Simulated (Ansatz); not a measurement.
# KI2: the cost of one run

Program: Ansatz 0.2.0. Level of theory: DFT PBE, scalar-relativistic, plane waves, PAW. These are calculated values, not measurements.

2 further runs of the same task are left out: 1 that didn't finish, 1 set aside as unsound or not needed.

## 1. The structure to begin with

Symmetry: Fm-3m, No. 225, cubic system. The conventional cell has a = 8.085 Å, b = 8.085 Å, c = 8.085 Å, α = 90.00°, β = 90.00°, γ = 90.00°. K (site symmetry m-3m) is surrounded by 8 I at 3.50 Å. I (site symmetry -43m) is surrounded by 4 K at 3.50 Å.

Coordinates:

```cif
data_structure
_symmetry_space_group_name_H-M 'P 1'
_symmetry_Int_Tables_number 1
_cell_length_a 5.7172
_cell_length_b 5.7172
_cell_length_c 5.7172
_cell_angle_alpha 60.000
_cell_angle_beta 60.000
_cell_angle_gamma 60.000
_cell_volume 132.14
loop_
_atom_site_label
_atom_site_type_symbol
_atom_site_fract_x
_atom_site_fract_y
_atom_site_fract_z
_atom_site_occupancy
K1 K 0.00000 0.00000 0.00000 1
I1 I 0.75000 0.75000 0.75000 1
I2 I 0.25000 0.25000 0.25000 1
```

A structure generator made this guess: species swapped into a database cell of Li2Se (Fm-3m, No. 225), with I on the Li sites and K on the Se sites. The dimensions are guesses.

## 2. A first look at the guess

Contents of input.yaml:

```yaml
crystal:
  lattice:
    - [0.0, 4.04264887, 4.04264887]
    - [4.04264887, 0.0, 4.04264887]
    - [4.04264887, 4.04264887, 0.0]
  atoms:
    - { symbol: K, position: [0.0, 0.0, 0.0] }
    - { symbol: I, position: [0.75, 0.75, 0.75] }
    - { symbol: I, position: [0.25, 0.25, 0.25] }
basis:
  ecutwfc: 420
kpoints:
  mp_grid: { grid: [4, 4, 4] }
hamiltonian:
  xc: pbe
scf:
  occupations: { method: gaussian, width: 0.1 }
  lower_state_search: "off"
output:
  forces: true
  stress: true
  eigenvalues: true
```

Launch:

```sh
$ ansatz run input.yaml --threads 1 --pin off --max-ram 2560MiB --backend cpu --events-out ev --progress --plain --runs-dir out
```

Q: Estimate wall time and peak memory on 1 thread of Arm Neoverse V1, shared host.

About 1.8 s, with a peak of 0.35 GiB.
